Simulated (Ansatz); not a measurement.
# AlFH₂S₂: taking an electron away

How much energy removes an electron from AlFH₂S₂ at fixed geometry? The cation is run at each level and the neutral's energy taken from earlier runs.

Program: Ansatz 0.2.0, Gaussian basis. Level of theory: unrestricted cation, the program's frozen cores in correlated methods. These are calculated values, not measurements.

The runs, in order: UKS PBE-D4/def2-TZVPP; UKS r2SCAN-D4/def2-TZVPP; UKS PBE0-D4/def2-TZVPP; UKS B3LYP-D4/def2-TZVPP; UKS wB97X-V/def2-TZVPP; UKS wB97M-V/def2-TZVPP; UKS B2PLYP/def2-TZVPP; UHF-CCSD(T)/def2-TZVPP; UHF-MP2/def2-QZVPP; extrapolation to the limit; then −ε(HOMO) from the neutral's earlier runs with LDA (SPW92), PBE-D4, revPBE-D4, BLYP-D4, r2SCAN-D4, B97M-V, PBE0-D4, B3LYP-D4, r2SCANh-D4, r2SCAN0-D4, HSE06-D4, BHLYP-D4, CAM-B3LYP-D4, LC-ωPBE, ωB97X-V, ωB97M-V.

## (1) The geometry

All runs share one geometry, relaxed beforehand with PBE0-D4 in a triple-zeta def2 set.

SMILES `[F][Al]([SH])[SH]`, 6 atoms, charge 0, spin multiplicity 1.

Atoms are counted from 1 here; the program's logs count them from 0.

Bond lengths: F1–Al2 1.646 Å, Al2–S3 2.165 Å, Al2–S4 2.165 Å, S3–H5 1.346 Å, S4–H6 1.346 Å. Angles: F1–Al2–S3 119.4°, F1–Al2–S4 119.4°, S3–Al2–S4 121.3°, Al2–S3–H5 91.5°, Al2–S4–H6 91.5°.

## (2) Cation, UKS PBE-D4/def2-TZVPP

File in.yaml:

```yaml
crystal:
  periodic: [false, false, false]
  atoms:
    - {symbol: F, position_ang: [-0.767841, -1.381688, -0.632629]}
    - {symbol: Al, position_ang: [-0.014940, -0.049515, -0.025415]}
    - {symbol: S, position_ang: [2.128564, -0.086622, 0.275028]}
    - {symbol: S, position_ang: [-1.187807, 1.704888, 0.456949]}
    - {symbol: H, position_ang: [2.207796, -1.346459, -0.191049]}
    - {symbol: H, position_ang: [-2.323671, 1.095395, 0.070916]}
basis:
  gaussian: {orbitals: def2-TZVPP}
total_charge: 1
magnetization: {spin_polarized: true, initial_magnetization: 1}
hamiltonian: {xc: pbe, dispersion: d4}
```

On the command line:

```
> ansatz run in.yaml --threads 4 --pin off --events-out ev --progress --plain --max-ram 10444MiB
```

Log:

```text
Functional definition: PBE
  name "PBE"
  cite "Perdew, Burke & Ernzerhof, Phys. Rev. Lett. 77, 3865 (1996) doi:10.1103/PhysRevLett.77.3865"
  parent pbe
  parameter kappa = 0.804
  parameter beta = 0.06672455060314922
  exchange = pbe_x(kappa = kappa, mu = beta*pi^2/3)
  correlation = pbe_c(beta = beta)
1111 factors; their error is unknown
mean field evaluation 1: about -30989.0073 eV, gradient 5.7e1 eV
mean field evaluation 2: about -30779.5181 eV, gradient 1.8e2 eV
mean field evaluation 4: about -30997.5417 eV, gradient 1.7e1 eV
mean field evaluation 8: about -30998.8074 eV, gradient 5.4e-1 eV
mean field evaluation 16: about -30998.7967 eV, gradient 1.8e-3 eV
mean field evaluation 32: about -30998.3994 eV, gradient 1.1e-1 eV
mean field -30998.79670977 eV, -1139.1847673451 hartree, gradient 2.1e-5 eV, S^2 0.754500; 3 other end points of the search recorded, 0 dependent functions left out
reference -30998.79674922 eV, -1139.1847687948 hartree; 28, 27 occupied and 157, 158 virtual orbitals, 1111 factors
Total energy: -30998.92837589 eV, -1139.1896059855 hartree
```

Run time: 6 s. Hardware: 4 threads of Arm Neoverse V1, shared host; peak memory 0.45 GiB.

Less the neutral's -31008.5118 eV (earlier run), this gives 9.583 eV. ⟨S²⟩ = 0.755.

## (3) Cation, UKS r2SCAN-D4/def2-TZVPP

Changes to in.yaml since step 2:

```diff
@@ -13,2 +13,2 @@
 magnetization: {spin_polarized: true, initial_magnetization: 1}
-hamiltonian: {xc: pbe, dispersion: d4}
+hamiltonian: {xc: r2scan, dispersion: d4}
```

Same command.

Log (excerpt; [...] marks lines left out):

```text
Functional definition: r2SCAN
  name "r2SCAN"
  cite "Furness, Kaplan, Ning, Perdew & Sun, J. Phys. Chem. Lett. 11, 8208 (2020) doi:10.1021/acs.jpclett.0c02405"
  cite "Furness, Kaplan, Ning, Perdew & Sun, J. Phys. Chem. Lett. 11, 9248 (2020) doi:10.1021/acs.jpclett.0c03077"
  parent r2scan
[...]
1111 factors; their error is unknown
[...]
mean field -31011.08268319 eV, -1139.6362685405 hartree, gradient 1.6e-5 eV, S^2 0.759746; 2 other end points of the search recorded, 0 dependent functions left out
reference -31011.08269649 eV, -1139.6362690291 hartree; 28, 27 occupied and 157, 158 virtual orbitals, 1111 factors
Total energy: -31011.11252047 eV, -1139.6373650404 hartree
```

Run time: 13 s. Hardware: 4 threads of Arm Neoverse V1, shared host; peak memory 0.48 GiB.

The neutral molecule at this level: -31020.8574 eV. Difference: 9.745 eV. ⟨S²⟩ = 0.760.

## (4) Cation, UKS PBE0-D4/def2-TZVPP

Changes to in.yaml since step 3:

```diff
@@ -13,2 +13,2 @@
 magnetization: {spin_polarized: true, initial_magnetization: 1}
-hamiltonian: {xc: r2scan, dispersion: d4}
+hamiltonian: {xc: pbe0, dispersion: d4}
```

Same command.

Log:

```text
Functional definition: PBE0
  name "PBE0"
  cite "Adamo & Barone, J. Chem. Phys. 110, 6158 (1999) doi:10.1063/1.478522"
  cite "Perdew, Burke & Ernzerhof, Phys. Rev. Lett. 77, 3865 (1996) doi:10.1103/PhysRevLett.77.3865"
  parent pbe
  parameter a = 0.25
  parameter kappa = 0.804
  parameter beta = 0.06672455060314922
  exchange = (1 - a)*pbe_x(kappa = kappa, mu = beta*pi^2/3) + a*exact_x
  correlation = pbe_c(beta = beta)
1204 factors; their error is unknown
mean field evaluation 1: about -30993.5831 eV, gradient 5.0e1 eV
mean field evaluation 2: about -30938.8361 eV, gradient 1.2e2 eV
mean field evaluation 4: about -31000.6878 eV, gradient 6.0e0 eV
mean field evaluation 8: about -31000.8302 eV, gradient 1.0e-1 eV
mean field evaluation 16: about -31000.8668 eV, gradient 4.9e-4 eV
mean field -31000.86678010 eV, -1139.2608410265 hartree, gradient 1.9e-5 eV, S^2 0.763469; 2 other end points of the search recorded, 0 dependent functions left out
reference -31000.86680959 eV, -1139.2608421102 hartree; 28, 27 occupied and 157, 158 virtual orbitals, 1204 factors
Total energy: -31000.97986133 eV, -1139.2649966849 hartree
```

Wall time 4.6 s (4 threads of Arm Neoverse V1, shared host); peak memory 0.57 GiB.

The neutral molecule at this level: -31010.8982 eV. Difference: 9.918 eV. ⟨S²⟩ = 0.763.

## (5) Cation, UKS B3LYP-D4/def2-TZVPP

Changes to in.yaml since step 4:

```diff
@@ -13,2 +13,2 @@
 magnetization: {spin_polarized: true, initial_magnetization: 1}
-hamiltonian: {xc: pbe0, dispersion: d4}
+hamiltonian: {xc: {name: B3LYP}, dispersion: d4}
```

Launched as before.

Log (excerpt; [...] marks lines left out):

```text
Functional definition: B3LYP
  name "B3LYP"
  cite "Stephens, Devlin, Chabalowski & Frisch, J. Phys. Chem. 98, 11623 (1994) doi:10.1021/j100096a001"
  cite "Becke, Phys. Rev. A 38, 3098 (1988) doi:10.1103/PhysRevA.38.3098"
  cite "Lee, Yang & Parr, Phys. Rev. B 37, 785 (1988) doi:10.1103/PhysRevB.37.785"
  cite "Vosko, Wilk & Nusair, Can. J. Phys. 58, 1200 (1980) doi:10.1139/p80-159"
[...]
1159 factors; their error is unknown
[...]
mean field -31015.79377998 eV, -1139.8093981541 hartree, gradient 3.7e-5 eV, S^2 0.760171; 2 other end points of the search recorded, 0 dependent functions left out
reference -31015.79402743 eV, -1139.8094072477 hartree; 28, 27 occupied and 157, 158 virtual orbitals, 1159 factors
Total energy: -31016.01023253 eV, -1139.8173526385 hartree
```

Run time: 4.2 s. Hardware: 4 threads of Arm Neoverse V1, shared host; peak memory 0.57 GiB.

Less the neutral's -31025.8656 eV (earlier run), this gives 9.855 eV. ⟨S²⟩ = 0.760.

## (6) Cation, UKS wB97X-V/def2-TZVPP

Changes to in.yaml since step 5:

```diff
@@ -13,2 +13,2 @@
 magnetization: {spin_polarized: true, initial_magnetization: 1}
-hamiltonian: {xc: {name: B3LYP}, dispersion: d4}
+hamiltonian: {xc: {name: wB97X-V}}
```

The command is unchanged.

Log (excerpt; [...] marks lines left out):

```text
Functional definition: wB97X-V
  name "wB97X-V"
  cite "Mardirossian & Head-Gordon, Phys. Chem. Chem. Phys. 16, 9904 (2014) doi:10.1039/C3CP54374A"
  cite "Becke, J. Chem. Phys. 107, 8554 (1997) doi:10.1063/1.475007"
  cite "Vydrov & Van Voorhis, J. Chem. Phys. 133, 244103 (2010) doi:10.1063/1.3521275"
[...]
      + integral(e_c_pw_opposite_spin*poly(b97_u_opposite, cos0, cos1)) + vv10(b, c)
1144 factors; their error is unknown
221 factors; integrals over basis functions are off by at most 1.1e-5 eV
[...]
mean field -31008.40180850 eV, -1139.5377482127 hartree, gradient 1.9e-5 eV, S^2 0.773260; 4 other end points of the search recorded, 0 dependent functions left out
reference -31008.40180688 eV, -1139.5377481531 hartree; 28, 27 occupied and 157, 158 virtual orbitals, 1144 factors
Total energy: -31008.40180688 eV, -1139.5377481531 hartree
```

Run time: 27 s. Hardware: 4 threads of Arm Neoverse V1, shared host; peak memory 0.98 GiB.

The neutral molecule at this level: -31018.7160 eV. Difference: 10.314 eV. ⟨S²⟩ = 0.773.

## (7) Cation, UKS wB97M-V/def2-TZVPP

Changes to in.yaml since step 6:

```diff
@@ -13,2 +13,2 @@
 magnetization: {spin_polarized: true, initial_magnetization: 1}
-hamiltonian: {xc: {name: wB97X-V}}
+hamiltonian: {xc: {name: wB97M-V}}
```

Launched as before.

Log (excerpt; [...] marks lines left out):

```text
Functional definition: wB97M-V
  name "wB97M-V"
  cite "Mardirossian & Head-Gordon, J. Chem. Phys. 144, 214110 (2016) doi:10.1063/1.4952647"
  cite "Becke, J. Chem. Phys. 107, 8554 (1997) doi:10.1063/1.475007"
  cite "Vydrov & Van Voorhis, J. Chem. Phys. 133, 244103 (2010) doi:10.1063/1.3521275"
  # Of w^i u^j: cxij and so on, Table III.
[...]
  gx(w, u) = 1 - cx + cx01*u + cx10*w
  gss(w, u) = css00 + css04*u^4 + css10*w + css20*w^2 + css43*w^4*u^3
  gos(w, u) = cos00 + cos10*w + (cos20 + cos21*u)*w^2 + (cos60 + cos61*u)*w^6
[...]
      + integral(e_c_pw_mod_opposite_spin*gos(b97_w_opposite, b97_u_opposite)) + vv10(b, c)
1128 factors; their error is unknown
221 factors; integrals over basis functions are off by at most 1.1e-5 eV
[...]
mean field -31011.56514683 eV, -1139.6539987522 hartree, gradient 2.6e-5 eV, S^2 0.767537; 4 other end points of the search recorded, 0 dependent functions left out
reference -31011.56519156 eV, -1139.6540003960 hartree; 28, 27 occupied and 157, 158 virtual orbitals, 1128 factors
Total energy: -31011.56519156 eV, -1139.6540003960 hartree
```

Run time: 33 s. Hardware: 4 threads of Arm Neoverse V1, shared host; peak memory 1 GiB.

The neutral molecule at this level: -31021.8151 eV. Difference: 10.250 eV. ⟨S²⟩ = 0.768.

## (8) Cation, UKS B2PLYP (frozen core)/def2-TZVPP

Changes to in.yaml since step 7:

```diff
@@ -13,2 +13,2 @@
 magnetization: {spin_polarized: true, initial_magnetization: 1}
-hamiltonian: {xc: {name: wB97M-V}}
+hamiltonian: {xc: {name: B2PLYP}}
```

The command is unchanged.

Log (excerpt; [...] marks lines left out):

```text
Functional definition: B2PLYP
  name "B2PLYP"
  cite "Grimme, J. Chem. Phys. 124, 034108 (2006) doi:10.1063/1.2148954"
  cite "Becke, Phys. Rev. A 38, 3098 (1988) doi:10.1103/PhysRevA.38.3098"
  cite "Lee, Yang & Parr, Phys. Rev. B 37, 785 (1988) doi:10.1103/PhysRevB.37.785"
[...]
1089 factors; integrals over basis functions are off by at most 9.3e-4 eV
[...]
mean field -30996.78661404 eV, -1139.1108976893 hartree, gradient 7.0e-6 eV, S^2 0.781418; 4 other end points of the search recorded, 0 dependent functions left out
16 core orbitals not correlated: weight in the atoms' cores, before any rotation towards them, 1.000 or more for the frozen orbitals, at most 0.000 for the correlated occupied ones
reference -30996.78676982 eV, -1139.1109034144 hartree; 12, 11 occupied and 157, 158 virtual orbitals, 1089 factors
second order -21.72522162 eV of doubles, -0.00000000 eV of singles
Total energy: -31002.65257966 eV, -1139.3264679499 hartree
```

Wall time 10 s (4 threads of Arm Neoverse V1, shared host); peak memory 0.52 GiB.

Less the neutral's -31012.6480 eV (earlier run), this gives 9.995 eV. ⟨S²⟩ = 0.781.

## (9) Cation, UHF-CCSD(T)/def2-TZVPP

Changes to in.yaml since step 8:

```diff
@@ -13,2 +13,3 @@
 magnetization: {spin_polarized: true, initial_magnetization: 1}
-hamiltonian: {xc: {name: B2PLYP}}
+correlation: {method: ccsd_t}
+scf: {omitted_lower_state_checks: [cluster_reference]}
```

Launched as before.

Log (excerpt; [...] marks lines left out):

```text
Functional definition: HF
  name "HF"
  cite "Fock, Z. Phys. 61, 126 (1930) doi:10.1007/BF01340294"
  parent pbe
[...]
1089 factors; integrals over basis functions are off by at most 9.3e-4 eV
[...]
mean field -30952.93211576 eV, -1137.4992746033 hartree, gradient 5.1e-6 eV, S^2 0.764440; 6 other end points of the search recorded, 0 dependent functions left out
16 core orbitals not correlated: weight in the atoms' cores, before any rotation towards them, 1.000 or more for the frozen orbitals, at most 0.000 for the correlated occupied ones
reference -30952.93211576 eV, -1137.4992746033 hartree; 12, 11 occupied and 157, 158 virtual orbitals, 1089 factors
second order -17.28617722 eV of doubles, -0.00000000 eV of singles
cycle   1  -17.91205495 eV  change   -6.3e-1 eV  update   1.0e-1
[...]
cycle  15  -18.50337644 eV  change   -2.6e-5 eV  update   1.1e-5
perturbative correction -0.75633406 eV, -0.0277947639 hartree
Total energy: -30972.19182626 eV, -1138.2070559095 hartree
Checks for a lower state left out: cluster_reference
```

It took 2.1 min on 4 threads of Arm Neoverse V1, shared host; peak memory 4.2 GiB.

Less the neutral's -30982.4841 eV (earlier run), this gives 10.292 eV. ⟨S²⟩ = 0.764. T1 = 0.046 (report).

## (10) Cation, UHF-MP2/def2-QZVPP

Changes to in.yaml since step 9:

```diff
@@ -10,6 +10,6 @@
 basis:
-  gaussian: {orbitals: def2-TZVPP}
+  gaussian: {orbitals: "def2-QZVPP.json"}
 total_charge: 1
 magnetization: {spin_polarized: true, initial_magnetization: 1}
-correlation: {method: ccsd_t}
+correlation: {method: mp2}
 scf: {omitted_lower_state_checks: [cluster_reference]}
```

Same command.

Log (excerpt; [...] marks lines left out):

```text
Functional definition: HF
  name "HF"
  cite "Fock, Z. Phys. 61, 126 (1930) doi:10.1007/BF01340294"
  parent pbe
[...]
1949 factors; integrals over basis functions are off by at most 8.6e-4 eV
[...]
mean field -30953.87607145 eV, -1137.5339643349 hartree, gradient 2.6e-6 eV, S^2 0.764837; 6 other end points of the search recorded, 0 dependent functions left out
16 core orbitals not correlated: weight in the atoms' cores, before any rotation towards them, 1.000 or more for the frozen orbitals, at most 0.000 for the correlated occupied ones
reference -30953.87607145 eV, -1137.5339643349 hartree; 12, 11 occupied and 299, 300 virtual orbitals, 1949 factors
second order -18.88428185 eV of doubles, -0.00000000 eV of singles
Total energy: -30972.76035330 eV, -1138.2279488926 hartree
Checks for a lower state left out: cluster_reference
```

Run time: 41 s. Hardware: 4 threads of Arm Neoverse V1, shared host; peak memory 1.3 GiB.

The neutral molecule at this level: -30983.3339 eV. Difference: 10.574 eV. ⟨S²⟩ = 0.765.

## (11) The basis-set limit

No new run: Hartree-Fock is extrapolated as exp(−7.88√X) and correlation as X^−2.97, with X = 3 and 4; only MP2 was run in the larger set, so CCSD(T) minus MP2 is added from the smaller one.

| level | energy at the limit (eV) |
| --- | --- |
| HF | -30954.0061 |
| MP2 | -30974.0742 |
| CCSD | -30975.2914 |
| CCSD(T) | -30976.0477 |

The neutral's limit, from its own earlier runs, is -30986.5306 eV in the additive form (MP2 limit plus CCSD(T) minus MP2 in triple zeta), in which the cation has -30976.0477 eV.

## (12) The ladder

Differences are taken before rounding.

| method | ionisation energy (eV) | from CCSD(T)/CBS (eV) | time |
| --- | --- | --- | --- |
| PBE-D4 | 9.58 | -0.90 | 7.5 s |
| r2SCAN-D4 | 9.74 | -0.74 | 16 s |
| PBE0-D4 | 9.92 | -0.56 | 6.5 s |
| B3LYP-D4 | 9.86 | -0.63 | 6.9 s |
| ωB97X-V | 10.31 | -0.17 | 32 s |
| ωB97M-V | 10.25 | -0.23 | 40 s |
| B2PLYP | 10.00 | -0.49 | 13 s |
| HF/def2-TZVPP | 9.37 | -1.11 |  |
| MP2/def2-TZVPP | 10.47 | -0.02 |  |
| CCSD/def2-TZVPP | 10.29 | -0.20 |  |
| CCSD(T)/def2-TZVPP | 10.29 | -0.19 | 2.5 min |
| CCSD(T)/CBS | 10.48 | 0 | 3.3 min |

Among the levels timed on like hardware and quicker than the yardstick, those that no quicker one beats, quickest first: PBE0-D4 (6.5 s, -0.56 eV); B2PLYP (13 s, -0.49 eV); ωB97X-V (32 s, -0.17 eV).

Times add the cation's run and the neutral's; HF, MP2 and CCSD come out of the CCSD(T) runs.

For comparison, −ε(HOMO) of the neutral from earlier runs:

| functional | −ε(HOMO) (eV) | by energy difference (eV) |
| --- | --- | --- |
| LDA (SPW92) | 6.81 |  |
| PBE-D4 | 6.67 | 9.58 |
| revPBE-D4 | 6.62 |  |
| BLYP-D4 | 6.48 |  |
| r2SCAN-D4 | 6.97 | 9.74 |
| B97M-V | 7.01 |  |
| PBE0-D4 | 7.90 | 9.92 |
| B3LYP-D4 | 7.62 | 9.86 |
| r2SCANh-D4 | 7.42 |  |
| r2SCAN0-D4 | 8.08 |  |
| HSE06-D4 | 7.49 |  |
| BHLYP-D4 | 8.93 |  |
| CAM-B3LYP-D4 | 9.18 |  |
| LC-ωPBE | 10.62 |  |
| ωB97X-V | 10.23 | 10.31 |
| ωB97M-V | 10.04 | 10.25 |

## (13) Results

```
                        quantity               value
  ionisation energy, CCSD(T)/CBS            10.48 eV
nearest functional by difference  ωB97X-V (-0.17 eV)
                nearest −ε(HOMO)  LC-ωPBE (+0.14 eV)
                 −ε(HOMO) of PBE             6.67 eV
                T1 of the cation               0.046
```

**Reading.** By cation minus neutral, the functionals miss by 0.90 eV at most. −ε(HOMO) of PBE misses by 3.8 eV, since self-interaction lifts the level. Among orbital estimates LC-ωPBE comes nearest. Hartree-Fock falls 1.11 eV short, as the neutral has more correlation energy than the cation. The cation's T1 (from the report) is 0.046, above the customary mark of 0.045 for open shells, so the coupled-cluster value is less safe. The cation may have settled in a state other than its lowest; no search over hole states beyond the program's own was made.

ωB97X-V reaches 0.17 eV from the reference in 32 s, where CCSD(T)/CBS took 3.3 min; the quickest level in the cost chart, PBE0-D4, takes 6.5 s and misses by 0.56 eV.
